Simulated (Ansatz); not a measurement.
Born–Oppenheimer molecular dynamics of a periodic cell of 17 atoms, In$_{16}$B (host In, host structure I4/mmm, interstitial B). It starts from a relaxed structure.

Method: Ansatz, DFT PBEsol, scalar-relativistic, plane waves, PAW. Settings: accuracy low, cutoff 420 eV, k mesh 2x2x1, fermi-dirac smearing 0.15 eV, no spin polarisation.

```yaml
ensemble: NVE (velocity Verlet)
time_step: 1 fs
steps_asked: 300
starting_velocities_drawn_for: 2400 K
seed: 4210
```

First frame:

```xyz
17
Lattice="6.4300 0.0000 0.0000 0.0000 6.4300 0.0000 0.0000 0.0000 9.8640" Properties=species:S:1:pos:R:3
In -0.062 0.060 0.008
In 3.277 0.062 0.009
In -0.061 3.155 0.007
In -0.075 0.081 4.933
In 1.607 1.605 2.370
In 3.275 3.152 0.009
In 3.299 0.083 4.930
In 4.828 1.611 2.413
In -0.074 3.139 4.935
In 1.609 4.823 2.591
In 1.602 1.607 7.437
In 3.298 3.138 4.932
In 4.818 4.822 2.370
In 4.820 1.606 7.475
In 1.614 4.827 7.375
In 4.822 4.819 7.437
B 1.609 4.824 0.085
```

Q: What does the run give?

A: The run went to its last step.

| Item | Value |
| --- | --- |
| steps done | 300 |
| time covered | 300 fs |
| mean temperature over the second half | 1252 K |
| spread of the potential energy over the second half | 18.1 meV per atom |
| mean potential energy of the second half above the start | 139.7 meV per atom |

The conserved energy stayed within 0.022 meV per atom of its start (net change 0.0036 meV per atom), so the integration is sound. The temperature averaged 0.52 of the 2400 K drawn at the start: a run that starts near a minimum puts about half its kinetic energy into the potential. A run of 0.3 ps of so small a system gives no equilibrium averages. Limits of this set-up: coarse k mesh, odd electron count without spin, low accuracy level.

Q: What happens to the structure?

A: Mean squared displacements from the first frame to the last, about the centre of mass: In 0.21 Å², B 0.04 Å². The details hang on the random start.

Q: How do temperature and energy run in time?

A: 
```tsv
time (fs)	T (K)	potential energy less start (eV)	conserved less start (meV/atom)
0.0	2400	0.000	0.00
15.0	2242	0.327	0.01
30.0	1900	1.035	0.00
45.0	1376	2.117	0.01
60.0	903	3.095	0.01
75.0	658	3.603	0.02
90.0	752	3.408	0.01
105.0	974	2.950	0.01
120.0	1128	2.630	0.01
135.0	1303	2.269	0.01
150.0	1422	2.023	0.00
165.0	1397	2.074	0.01
180.0	1275	2.326	0.01
195.0	1119	2.650	0.01
210.0	1003	2.889	0.02
225.0	1042	2.808	0.01
240.0	1174	2.535	0.01
255.0	1307	2.261	0.01
270.0	1401	2.067	0.01
285.0	1413	2.042	0.01
300.0	1301	2.273	0.00
```

Run time: 18 min on 2 threads of Arm Neoverse V2, on a shared host, peak memory 1.1 GiB.
